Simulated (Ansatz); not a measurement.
Crystal: CsNiN.

```
CELL_PARAMETERS angstrom
5.53697 0.00000 0.00000
-2.76848 4.79515 0.00000
0.00000 0.00000 3.44666
ATOMIC_POSITIONS crystal
Cs 0.66667 0.33333 0.50000
Ni 0.33333 0.66667 0.00000
N 0.33333 0.66667 0.50000
```

The cell comes from a database or a generator and needn't be the stable form of this composition.

| Property | Result |
| --- | --- |
| Program | Ansatz 0.2.0 |
| Task | single point |
| Functional | PBE |
| Potentials or basis | Ansatz PAW |
| Cutoff | 420 eV (not typed: the program's choice for these potentials) |
| k mesh | 6 × 6 × 8 |
| Occupations | fermi-dirac, width 0.05 eV |
| Spin | collinear spin, ferromagnetic start |
| Starting moments | [0.0, 1.0, 0.0] μB |

On this cell: pressure 0.1 GPa; largest force under 0.003 eV/Å; net moment 0.40 μB per cell; site moments Cs +0.01; Ni +0.21; N +0.09 μB; band gap on the k mesh none (metal or under the smearing width).

The same run follows on a disturbed copy (atoms moved at random, drawn with an rms of 0.05 Å):

```xyz
3
Lattice="5.5370 0.0000 0.0000 -2.7685 4.7952 0.0000 0.0000 0.0000 3.4467" Properties=species:S:1:pos:R:3 pbc="T T T"
Cs    2.7575    1.6132    1.7250
Ni    0.0167    3.2510   -0.0187
N     0.0469    3.2244    1.7013
```

Problem. What changes?

Solution. The energy (extrapolated to zero smearing) moves by +3.0 meV/atom; pressure 0.1 GPa; largest force 0.369 eV/Å; net moment 0.40 μB per cell; site moments Cs +0.01; Ni +0.21; N +0.09 μB; band gap on the k mesh none (metal or under the smearing width).

Forces on the atoms (eV/Å):
```
Cs   0.058  0.046 -0.008
Ni   0.219 -0.260 -0.110
N   -0.277  0.214  0.117
```

Stress tensor (GPa, compression positive):
```
-0.02 -0.12  0.01
-0.12  0.22 -0.01
 0.01 -0.01 -0.04
```

Caveats: a cell with one magnetic atom can't hold antiferromagnetic order, which such compounds often take.
